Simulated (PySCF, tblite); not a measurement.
**vinylfuran (C₆H₆O): dynamics, then NMR shifts on frames, part 1 of 2**

How do NMR shifts of vinylfuran (C₆H₆O) (`C=Cc1ccco1`) change as the atoms move?

Programs: tblite 0.8.0 and PySCF 2.14.0, with density-fitted response routines of our own. Each step states its level of theory. These are calculated values for one molecule in the gas phase, unless marked as measured. Atoms are numbered from 0 throughout.

**1. The molecule as given**

13 atoms, charge 0, multiplicity 1; geometry from: GFN2-xTB.

Bonds of the start (Å): C0–C1 1.33, C1–C2 1.44, C2–C3 1.37, C3–C4 1.41, C4–C5 1.36, C5–O6 1.34, O6–C2 1.35, C0–H7 1.08, C0–H8 1.08, C1–H9 1.08, C3–H10 1.07, C4–H11 1.07, C5–H12 1.07.

**2. Thermal motion with GFN2-xTB**

What the job is given:

```
{"job": {"kind": "md", "xc": "GFN2-xTB", "basis": "xTB", "temperature": 200, "steps": 2000, "every": 50, "frames": 5}, "charge": 0, "multiplicity": 1}
C     -2.439035     0.452534     0.265036
C     -1.515001    -0.421920    -0.121186
C     -0.094757    -0.182532    -0.071297
C      0.952024    -0.994576    -0.436989
C      2.131889    -0.263956    -0.180750
C      1.724652     0.935369     0.320015
O      0.387842     0.995209     0.390128
H     -2.166518     1.420663     0.649121
H     -3.489155     0.226975     0.208341
H     -1.791357    -1.393403    -0.506943
H      0.882082    -1.985388    -0.837361
H      3.140063    -0.584520    -0.345241
H      2.272882     1.796032     0.649398
```

With the program's defaults for keys left out, this is: GFN2-xTB Langevin dynamics, gas phase.

The run is started by

```bash
$ OMP_NUM_THREADS=1 python probes_run.py task.json out
```

The driver reads the jobs from task.json and runs them one after another.

Log:

```text
t/fs     T/K      E/eV
    0.0   166.7   -542.25157
   25.0   110.6   -542.09131
   50.0   147.1   -542.02673
   75.0   145.1   -542.00641
  100.0   159.0   -541.99274
  125.0   198.4   -541.98789
  150.0   171.0   -541.98924
  175.0   191.7   -542.05659
  200.0   215.9   -541.98298
  225.0   194.3   -541.94676
  250.0   190.0   -541.84835
  275.0   199.3   -541.92619
  300.0   218.4   -542.00113
  325.0   117.3   -541.91821
  350.0   233.7   -542.08224
  375.0   154.4   -541.81342
  400.0   200.2   -542.03498
  425.0   171.6   -541.96648
  450.0   196.0   -542.04036
  475.0   176.8   -542.03751
  500.0   177.0   -541.99725
  525.0   179.4   -541.97614
  550.0   183.6   -542.00249
  575.0   195.5   -542.06942
  600.0   196.8   -542.00635
  625.0   200.5   -541.91514
  650.0   214.3   -541.96960
  675.0   214.3   -542.02185
  700.0   134.3   -541.87219
  725.0   267.5   -542.03051
  750.0   150.3   -541.87261
  775.0   165.2   -541.93403
  800.0   243.0   -541.98293
  825.0   104.6   -541.90862
  850.0   164.2   -542.08853
  875.0   173.5   -542.08868
  900.0   110.5   -542.04112
  925.0   154.3   -541.95860
  950.0   226.6   -542.04458
  975.0   163.1   -541.96329
 1000.0   138.7   -541.96587
```

It took 14 s on 1 thread of Arm Neoverse N1, shared host.

Distance from the start (root mean square after alignment): 0 fs 0.00 Å, 200 fs 0.11 Å, 400 fs 0.17 Å, 600 fs 0.16 Å, 800 fs 0.07 Å, 1000 fs 0.09 Å.

Positions (Å) and forces (eV/Å) at 1000 fs:

```xyz
13

C    -3.055   -0.328    1.485   -0.678   -1.411    0.095
C    -2.031   -1.084    1.079    0.638    1.184    0.296
C    -0.879   -0.603    0.368    0.097   -0.085   -0.874
C     0.256   -1.286   -0.062   -0.199    0.213    0.840
C     1.073   -0.349   -0.683   -0.210    1.344   -0.159
C     0.363    0.823   -0.657    0.295    0.585   -0.761
O    -0.818    0.693   -0.069    0.050   -1.056    0.370
H    -3.280    0.646    1.098    0.148    0.074    0.120
H    -3.813   -0.852    2.094    0.348    0.729   -0.347
H    -1.812   -2.043    1.470   -0.395   -0.875    0.299
H     0.646   -2.261    0.121   -0.593   -0.418    0.231
H     2.072   -0.446   -1.026    0.247   -0.211   -0.292
H     0.524    1.777   -1.133    0.253   -0.073    0.184
```

**3. NMR shieldings: 250 fs, PBE0/pcSseg-1**

What the job is given:

```
{"job": {"kind": "nmr", "xc": "PBE0", "basis": "pcSseg-1", "pop": false}, "charge": 0, "multiplicity": 1}
C     -2.623600     0.560400     0.381000
C     -1.806900    -0.413000     0.141800
C     -0.377800    -0.200300     0.181400
C      0.603700    -1.175400    -0.176500
C      1.852400    -0.533900    -0.221500
C      1.568800     0.739700     0.105500
O      0.310800     0.933700     0.426800
H     -2.308200     1.531800     0.550900
H     -3.694100     0.416900     0.423600
H     -2.122100    -1.398300    -0.022800
H      0.398000    -2.137500    -0.506400
H      2.764200    -0.968500    -0.584900
H      2.217400     1.597600     0.293500
```

Level: GIAO PBE0/pcSseg-1 NMR shielding, non-relativistic, gas phase.

Log:

```text
coarse grid: 11328 points
cycle   1  E = -306.9068497457  dE =  1.464e+00  |g| = 4.841e-01  |ddm| = 3.444e+00
cycle   2  E = -306.8953882324  dE =  1.146e-02  |g| = 5.600e-01  |ddm| = 7.733e-01
cycle   3  E = -306.9593242572  dE = -6.394e-02  |g| = 8.458e-02  |ddm| = 3.883e-01
cycle   4  E = -306.9606880882  dE = -1.364e-03  |g| = 3.118e-02  |ddm| = 8.643e-02
cycle   5  E = -306.9608921223  dE = -2.040e-04  |g| = 1.095e-02  |ddm| = 3.236e-02
cycle   6  E = -306.9609196871  dE = -2.756e-05  |g| = 3.521e-03  |ddm| = 1.215e-02
cycle   7  E = -306.9609225597  dE = -2.873e-06  |g| = 9.472e-04  |ddm| = 3.402e-03
final grid: 110688 points
cycle   8  E = -307.0130202799  dE = -2.757e-05  |g| = 9.662e-03  |ddm| = 2.985e-02
cycle   9  E = -307.0130008952  dE =  1.938e-05  |g| = 1.427e-02  |ddm| = 1.554e-02
cycle  10  E = -307.0130382639  dE = -3.737e-05  |g| = 2.065e-03  |ddm| = 9.656e-03
cycle  11  E = -307.0130392309  dE = -9.670e-07  |g| = 3.066e-04  |ddm| = 1.925e-03
cycle  12  E = -307.0130392479  dE = -1.705e-08  |g| = 1.577e-04  |ddm| = 3.699e-04
cycle  13  E = -307.0130392542  dE = -6.331e-09  |g| = 2.965e-05  |ddm| = 1.512e-04
cycle  14  E = -307.0130392544  dE = -1.662e-10  |g| = 1.498e-05  |ddm| = 3.654e-05
converged SCF energy = -307.0130392544

GIAO shielding tensors (ppm)
atom      isotropic    diamagn.    paramagn.     s11        s22        s33       span
  0 C       75.706     252.112    -176.406    -25.307     74.912    177.513    202.820
  1 C       59.653     252.384    -192.730    -57.365     79.581    156.744    214.109
  2 C       19.683     255.610    -235.927    -64.050     25.022     98.077    162.127
  3 C       56.567     255.434    -198.867    -32.197     49.302    152.596    184.793
  4 C       71.760     257.758    -185.998    -18.431     65.784    167.926    186.357
  5 C       45.445     250.637    -205.192    -27.053     53.641    109.746    136.799
  6 O       51.521     398.498    -346.977   -110.453    -20.546    285.562    396.015
  7 H       26.672      32.336      -5.664     24.333     24.569     31.115      6.781
  8 H       26.721      27.474      -0.753     25.009     25.354     29.800      4.791
  9 H       25.385      31.571      -6.186     23.152     23.986     29.016      5.864
 10 H       25.489      34.802      -9.313     23.657     24.623     28.187      4.529
 11 H       24.889      31.550      -6.661     23.352     25.435     25.880      2.528
 12 H       24.357      29.596      -5.238     20.532     25.436     27.104      6.571
```

Run time: 24 s. Hardware: 1 thread of Arm Neoverse N1, shared host; peak memory 0.7 GiB.

Shifts follow as δ = σ(reference) − σ, with reference shieldings (ppm) from runs at the same level and on the same kind of geometry: 1H TMS 31.72, 13C TMS 186.9, 17O H2O 336.1. The references are single molecules in the gas phase, so shifts against H2O, NH3, PH3, H3PO4 or CFCl3 are not on the usual liquid scales and can be off by tens of ppm. Each atom is listed at this fixed geometry, with no averaging over motion; a spectrum would average atoms that exchange fast.

| atoms | environment | σ (ppm) | δ (ppm) |
| --- | --- | --- | --- |
| C2 | substituted aromatic carbon next to the ring oxygen | 19.7 | 167.2 |
| C5 | aromatic CH next to the ring oxygen | 45.4 | 141.5 |
| C3 | aromatic CH | 56.6 | 130.4 |
| C1 | alkene CH | 59.7 | 127.3 |
| C4 | aromatic CH | 71.8 | 115.2 |
| C0 | terminal =CH2 carbon | 75.7 | 111.2 |
| H12 | hydrogen on an aromatic CH next to the ring oxygen | 24.36 | 7.36 |
| H11 | hydrogen on an aromatic CH | 24.89 | 6.83 |
| H9 | hydrogen on an alkene CH | 25.38 | 6.33 |
| H10 | hydrogen on an aromatic CH | 25.49 | 6.23 |
| H7 | hydrogen on a terminal =CH2 carbon | 26.67 | 5.04 |
| H8 | hydrogen on a terminal =CH2 carbon | 26.72 | 5.00 |
| O6 | aromatic ring oxygen | 51.5 | 284.6 |

Ring of atoms C2, C3, C4, C5, O6: NICS(0) -10.8, NICS(1) -10.0, NICS(1)zz -25.4 ppm (means of both faces).

**4. Nuclear shieldings: 425 fs, PBE0/pcSseg-1**

What the job is given:

```
{"job": {"kind": "nmr", "xc": "PBE0", "basis": "pcSseg-1", "pop": false}, "charge": 0, "multiplicity": 1}
C     -2.819700     0.400600     0.819800
C     -1.951800    -0.591200     0.473000
C     -0.563300    -0.451500     0.312000
C      0.396500    -1.401400     0.275700
C      1.629800    -0.701500     0.234400
C      1.302700     0.652800     0.217400
O     -0.006800     0.777600     0.323000
H     -2.456400     1.428200     0.831800
H     -3.824300     0.197600     0.965100
H     -2.346900    -1.586000     0.382700
H      0.351500    -2.483100     0.401300
H      2.654200    -1.059800     0.234100
H      1.835300     1.539000     0.257700
```

Level: GIAO PBE0/pcSseg-1 NMR shielding, non-relativistic, gas phase.

Log:

```text
coarse grid: 11328 points
cycle   1  E = -306.9235892160  dE =  1.389e+00  |g| = 4.509e-01  |ddm| = 3.436e+00
cycle   2  E = -306.9106435057  dE =  1.295e-02  |g| = 5.428e-01  |ddm| = 7.883e-01
cycle   3  E = -306.9685794369  dE = -5.794e-02  |g| = 9.536e-02  |ddm| = 4.041e-01
cycle   4  E = -306.9702094045  dE = -1.630e-03  |g| = 3.609e-02  |ddm| = 8.863e-02
cycle   5  E = -306.9704720708  dE = -2.627e-04  |g| = 1.437e-02  |ddm| = 4.045e-02
cycle   6  E = -306.9705246404  dE = -5.257e-05  |g| = 3.367e-03  |ddm| = 1.528e-02
cycle   7  E = -306.9705271455  dE = -2.505e-06  |g| = 1.068e-03  |ddm| = 3.137e-03
final grid: 110688 points
cycle   8  E = -307.0225333764  dE = -2.694e-05  |g| = 1.007e-02  |ddm| = 3.301e-02
cycle   9  E = -307.0225097183  dE =  2.366e-05  |g| = 1.530e-02  |ddm| = 1.651e-02
cycle  10  E = -307.0225525141  dE = -4.280e-05  |g| = 2.302e-03  |ddm| = 1.084e-02
cycle  11  E = -307.0225537604  dE = -1.246e-06  |g| = 3.095e-04  |ddm| = 2.176e-03
cycle  12  E = -307.0225537798  dE = -1.942e-08  |g| = 1.301e-04  |ddm| = 3.554e-04
cycle  13  E = -307.0225537841  dE = -4.293e-09  |g| = 2.511e-05  |ddm| = 1.267e-04
cycle  14  E = -307.0225537842  dE = -9.572e-11  |g| = 1.467e-05  |ddm| = 3.244e-05
converged SCF energy = -307.0225537842

GIAO shielding tensors (ppm)
atom      isotropic    diamagn.    paramagn.     s11        s22        s33       span
  0 C       65.064     254.003    -188.939    -49.847     71.011    174.029    223.876
  1 C       49.290     252.308    -203.019    -76.079     66.110    157.838    233.917
  2 C       33.972     253.481    -219.508    -30.203     31.509    100.610    130.813
  3 C       71.961     253.362    -181.401     -2.297     56.938    161.241    163.538
  4 C       62.005     256.731    -194.726    -28.422     61.467    152.970    181.392
  5 C       37.471     251.437    -213.966    -50.743     50.068    113.088    163.831
  6 O       45.484     398.769    -353.286    -99.639    -35.625    271.716    371.355
  7 H       25.259      31.226      -5.966     22.622     22.883     30.274      7.652
  8 H       26.598      28.992      -2.394     23.600     26.248     29.947      6.347
  9 H       24.915      30.103      -5.188     22.579     23.138     29.027      6.448
 10 H       24.815      31.886      -7.071     22.400     25.637     26.408      4.009
 11 H       24.721      30.823      -6.102     23.060     24.927     26.176      3.116
 12 H       24.645      32.343      -7.698     22.143     25.256     26.538      4.395
```

It took 23 s on 1 thread of Arm Neoverse N1, shared host; peak memory 0.73 GiB.

In short: δ C2 153.0, C5 149.5, C1 137.6, C4 124.9, H12 7.07, H11 7.00 ppm.

(Continued in part 2 of 2.)
